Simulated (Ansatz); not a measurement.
**TiF+ (singlet): the correlation ladder, def2-TZVPP**

One table from this session's results is given with a row withheld; the runs are named, their logs left out.

Computed with Ansatz 0.2.0, Gaussian basis. Level: def2-TZVPP, core rule «outside noble gas», up to 10 orbitals frozen.

Plan: UHF; CCSD(T) on RHF; CCSD(T) on UHF; CCSDT(Q) on RHF; CCSDT(Q) on UHF.

10 further runs of the same task are left out: 6 for a known fault of the program, 4 set aside as unsound or not needed.

## The system

The geometry is a PBE0/def2-TZVP stationary point (not a proven minimum) of the parent state, kept for this charge and spin.

2 atoms, charge 1, spin multiplicity 1.

Atoms are counted from 1 here; the program's logs count them from 0.

Bond lengths: Ti1–F2 1.739 Å.

The first run:

Input file in.yaml:

```yaml
crystal:
  periodic: [false, false, false]
  atoms:
    - {symbol: Ti, position_ang: [0.000000, 0.000000, 0.000000]}
    - {symbol: F, position_ang: [0.000000, 0.000000, 1.738600]}
basis:
  gaussian: {orbitals: def2-TZVPP}
total_charge: 1
magnetization: {spin_polarized: true, initial_magnetization: 0}
hamiltonian: {xc: hf}
output: {orbitals: {seedname: orbitals}}
```

Command:

```console
$ ansatz run in.yaml --threads 1 --pin off --events-out ev --progress --plain --max-ram 2816MiB --backend cpu
```

Steps of the session up to this table: UHF; CCSD(T) on RHF; CCSD(T) on UHF; CCSDT(Q) on RHF; CCSDT(Q) on UHF.

One table of the session follows, with a row left open; its other results are not shown here.

It belongs to the step «Misses and costs». 

```
   method  from RCCSDT(Q) (kcal/mol)
      RHF                          ?
      UHF                    +187.10
     RMP2                     +14.38
     UMP2                      -1.04
    RCCSD                      +9.44
    UCCSD                      -6.70
 RCCSD(T)                      +1.39
 UCCSD(T)                     -14.75
   RCCSDT                      +0.88
   UCCSDT                     -15.41
RCCSDT(Q)                          0
UCCSDT(Q)                     -16.14
```

**Question.** Estimate the row for RHF.

The run gave: from RCCSDT(Q) (kcal/mol): +208.52. In the column «from RCCSDT(Q) (kcal/mol)» it is the highest.

The program flags UCCSD(T), UCCSDT(Q) as in doubt (see the logs), so those rows may rest on another solution; read them beside their warnings.

To keep in mind: The determinant is far from a pure spin state, so its energy mixes those of several spin states (harmless only where they are near-degenerate, as at dissociation). The program flags UCCSD(T), UCCSDT(Q) as in doubt, so those rows may rest on another solution; read them beside their warnings. Warnings: restricted reference is unstable; spin contamination; large T1 diagnostic. Restricted and unrestricted rows rest on different reference determinants; where their highest levels disagree by more than a few hundredths of an eV, they describe different states and don't form one ladder.
